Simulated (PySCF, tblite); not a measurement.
**C₆H₁₀ClFSi: geometry, infrared bands and NMR shifts**

Wanted: the infrared bands and NMR shifts of C₆H₁₀ClFSi (`CC/C=C1/C[Si@@H](F)[C@H]1Cl`), by calculation.

Computed with tblite 0.8.0 and PySCF 2.14.0, with density-fitted response routines of our own, on a single molecule in the gas phase. Atoms count from 0, in the outputs and in this text.

## (1) The starting structure

19 atoms, charge 0, multiplicity 1; geometry from: force field or distance geometry start.

Bonds of the start (Å): C0–C1 1.55, C1–C2 1.48, C2–C3 1.32, C3–C4 1.50, C4–Si5 1.84, Si5–F6 1.68, Si5–C7 1.88, C7–Cl8 1.78, C7–C3 1.47, C0–H9 1.09, C0–H10 1.09, C0–H11 1.12, C1–H12 1.09, C1–H13 1.11, C2–H14 1.12, C4–H15 1.09, C4–H16 1.12, Si5–H17 1.46, C7–H18 1.11.

## (2) Geometry optimisation with GFN2-xTB

Job settings and geometry (Å):

```
{"job": {"kind": "relax", "xc": "GFN2-xTB", "basis": "xTB"}, "charge": 0, "multiplicity": 1}
C      2.894400     0.320500    -0.557000
C      1.553100    -0.017200    -1.261800
C      0.505100     0.745900    -0.548600
C     -0.541700     0.196900     0.049900
C     -1.685100     0.799100     0.807500
Si    -2.808300    -0.470100     0.081100
F     -3.245300    -0.215700    -1.526200
C     -1.065600    -1.149300     0.315300
Cl    -0.704500    -2.382200    -0.912300
H      3.366600     1.184200    -1.027200
H      3.529500    -0.564800    -0.555400
H      2.582100     0.631100     0.468100
H      1.594400     0.205300    -2.330900
H      1.486200    -1.118800    -1.119300
H      0.619600     1.855900    -0.567300
H     -1.816500     1.848000     0.535700
H     -1.527600     0.747500     1.914400
H     -3.836100    -1.045700     0.940100
H     -0.910400    -1.561300     1.332100
```

On the command line:

```
> OMP_NUM_THREADS=1 python probes_run.py task.json out
```

The driver reads the jobs from task.json and runs them one after another.

**Question.** This job is followed by: GFN2-xTB harmonic vibrations, gas phase; GIAO PBE0/pcSseg-1 NMR shielding, non-relativistic, gas phase. Predict these results of the whole session: strongest single infrared mode (GFN2-xTB); zero-point energy (GFN2-xTB); 13C shifts against TMS (PBE0/pcSseg-1); 1H shifts against TMS (PBE0/pcSseg-1, means over atoms taken as alike); 29Si shifts against TMS (PBE0/pcSseg-1); 19F shifts against CFCl3 (PBE0/pcSseg-1); 35Cl shifts against HCl (PBE0/pcSseg-1); surface potential, 1st and 99th percentile.

The runs gave:

| quantity | value |
| --- | --- |
| strongest single infrared mode (GFN2-xTB) | 2398 cm⁻¹, 308 km/mol |
| zero-point energy (GFN2-xTB) | 89.8 kcal/mol |
| 13C shifts against TMS (PBE0/pcSseg-1) | 145.9, 139.0, 54.7, 31.6, 28.9, 16.3 ppm |
| 1H shifts against TMS (PBE0/pcSseg-1, means over atoms taken as alike) | 5.94, 5.55, 4.44, 2.88, 2.59, 2.41, 2.27, 1.03 ppm |
| 29Si shifts against TMS (PBE0/pcSseg-1) | 10.1 ppm |
| 19F shifts against CFCl3 (PBE0/pcSseg-1) | -195.9 ppm |
| 35Cl shifts against HCl (PBE0/pcSseg-1) | 144 ppm |
| surface potential, 1st and 99th percentile | -1.13 V and 1.55 V |

**Reading.** Over 167 steps the energy fell by 1.167 eV; of the close pairs, Si5–F6 changed most, 1.685 to 1.609 Å. All 51 modes are real, so the xTB geometry is a minimum. The strongest single mode, at 2398 cm⁻¹, moves mainly H17. Unscaled tight-binding wavenumbers are off by several per cent, some by more. Its intensities can rank the bands wrongly. H14 (hydrogen on an alkene CH) lies farthest downfield among hydrogen, at 5.94 ppm; a vinylic proton, deshielded by the sp2 carbon and the C=C anisotropy. At PBE0/pcSseg-1: The largest span, 529 ppm, is at Cl8, where the paramagnetic term is -342 ppm. By nearest atom (PBE0/pcSseg-1), the HOMO sits on C2, C3 about 30 % each; Cl8 11 % and the LUMO on C2, C3 about 15 % each; Cl8 16 %.
